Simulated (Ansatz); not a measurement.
**BH3Se: geometry optimisation**

Aim: relax BH3Se at this level.

Method: RKS PBE0-D4/def2-TZVPD; program: Ansatz 0.2.0.

**1. Starting geometry**

SMILES `B[SeH]`, 5 atoms, charge 0, spin multiplicity 1.

Atoms are counted from 1 here; the program's logs count them from 0.

Bond lengths: B1–Se2 1.911 Å, B1–H3 1.207 Å, B1–H4 1.209 Å, Se2–H5 1.488 Å. Angles: Se2–B1–H3 121.2°, Se2–B1–H4 115.1°, H3–B1–H4 123.7°, B1–Se2–H5 97.5°.

As a file:

```
B    -0.11791   -0.64131    0.04304
Se    1.04665    0.86231   -0.14430
H    -1.31349   -0.49879    0.12260
H     0.43353   -1.71693    0.07283
H     0.00112    1.92122   -0.13566
```

**2. Relaxation**

The input, input.yaml:

```yaml
crystal:
  periodic: [false, false, false]
  atoms:
    - { symbol: B, position_ang: [-0.117912, -0.641309, 0.043036] }
    - { symbol: Se, position_ang: [1.046647, 0.862314, -0.144303] }
    - { symbol: H, position_ang: [-1.313488, -0.498791, 0.122596] }
    - { symbol: H, position_ang: [0.433531, -1.716931, 0.072828] }
    - { symbol: H, position_ang: [0.001122, 1.921216, -0.135658] }
basis:
  gaussian: { orbitals: def2-TZVPD }
hamiltonian:
  xc: pbe0
  dispersion: d4
output:
  forces: true
relax:
  f_tol: 0.003
  max_steps: 120
```

The run is started by

```sh
$ ansatz run input.yaml --threads 1 --pin off --max-ram 2560MiB --backend cpu --events-out ev --progress --plain --runs-dir out
```

What does the calculation give? Wanted: energy gained; root mean square move; dipole moment.

**Answer**, as computed:

```
             quantity      value
        energy gained  0.0127 eV
root mean square move    0.015 Å
        dipole moment     0.66 D
```

Bond lengths: B1–Se2 1.899 Å, B1–H3 1.189 Å, B1–H4 1.191 Å, Se2–H5 1.470 Å. Angles: Se2–B1–H3 121.0°, Se2–B1–H4 115.7°, H3–B1–H4 123.3°, B1–Se2–H5 97.7°. No frequencies were computed here.
